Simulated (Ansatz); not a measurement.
# BP (zincblende type): how the settings move a single-point run

How sensitive is a single-point run of BP (zincblende type) to its settings? A reference run comes first, then one run with altered input.

Program: Ansatz 0.2.0. Level of theory: reference: DFT, PBE, norm-conserving pseudopotentials, Ansatz's default files, scalar-relativistic. These are calculated values, not measurements.

## (1) The system as given

It takes space group F-43m (No. 216, cubic). The conventional cell has a = 4.077 Å, b = 4.077 Å, c = 4.077 Å, α = 90.00°, β = 90.00°, γ = 90.00°. B (site symmetry -43m) has 4 P at 1.77 Å as nearest neighbours. P (site symmetry -43m) has 4 B at 1.77 Å as nearest neighbours.

As a file:

```xyz
2
Lattice="0.0000 2.0383 2.0383 2.0383 0.0000 2.0383 2.0383 2.0383 0.0000" Properties=species:S:1:pos:R:3 pbc="T T T"
B     0.0000    0.0000    0.0000
P     1.0192    1.0192    1.0192
```

## (2) Reference

input.yaml reads:

```yaml
crystal:
  lattice:
    - [0.0, 2.0383179824, 2.0383179824]
    - [2.0383179824, 0.0, 2.0383179824]
    - [2.0383179824, 2.0383179824, 0.0]
  atoms:
    - { symbol: B, position: [0.0, 0.0, 0.0] }
    - { symbol: P, position: [0.25, 0.25, 0.25] }
kpoints:
  mp_grid: { grid: [15, 15, 15] }
scf:
  occupations: { method: fermi_dirac, width: 0.08 }
hamiltonian:
  xc: pbe
  pseudopotentials: { kind: nc }
output:
  forces: true
  stress: true
  eigenvalues: true
```

Run with:

```
$ ansatz run input.yaml --threads 1 --pin off --max-ram 2048MiB --backend cpu --events-out ev --progress --plain --runs-dir out
```

## (3) Changed: occupations.method cold, occupations.width 0.01

input.yaml: that of step 2 with these lines changed.

```diff
@@ -11,3 +11,3 @@
 scf:
-  occupations: { method: fermi_dirac, width: 0.08 }
+  occupations: { method: cold, width: 0.01 }
 hamiltonian:
```

Before running it: what results should come out? Wanted: for each run, ending; energy change; pressure; gap; force.

**Answer**, as computed:

| run | ending | energy change | pressure (GPa) | gap (eV) | force (eV/Å) | cycles | time |
| --- | --- | --- | --- | --- | --- | --- | --- |
| reference | converged | 0 | 96.9 | 0.66 | 0.00 | 7 | 5.6 s |
| 1: occupations.method cold, occupations.width 0.01 | converged | 0.0 meV/atom (σ→0) | 96.9 | 0.66 | 0.00 | 7 | 6 s |

Residual by cycle in the longest SCF loop of each run; runs are numbered as in the table. The quantity is the density residual dr2, in eV.

| cycle | reference | run 1 |
| --- | --- | --- |
| 1 | 4.08 | 4.08 |
| 2 | 0.187 | 0.187 |
| 3 | 0.014 | 0.0141 |
| 4 | 1.7e-4 | 1.7e-4 |
| 5 | 1.2e-6 | 1.2e-6 |
| 6 | 8.4e-9 | 8.7e-9 |
| 7 | 6.5e-10 | 7.0e-10 |

What this shows: Changing the smearing leaves the energy as it was (0.0 meV/atom). The structure is not at rest: the sound run finds 97 GPa, so these are no properties of the relaxed crystal. 

The gaps are Kohn-Sham values of a semilocal functional, not quasiparticle or optical gaps. Such gaps usually fall short of the measured ones.
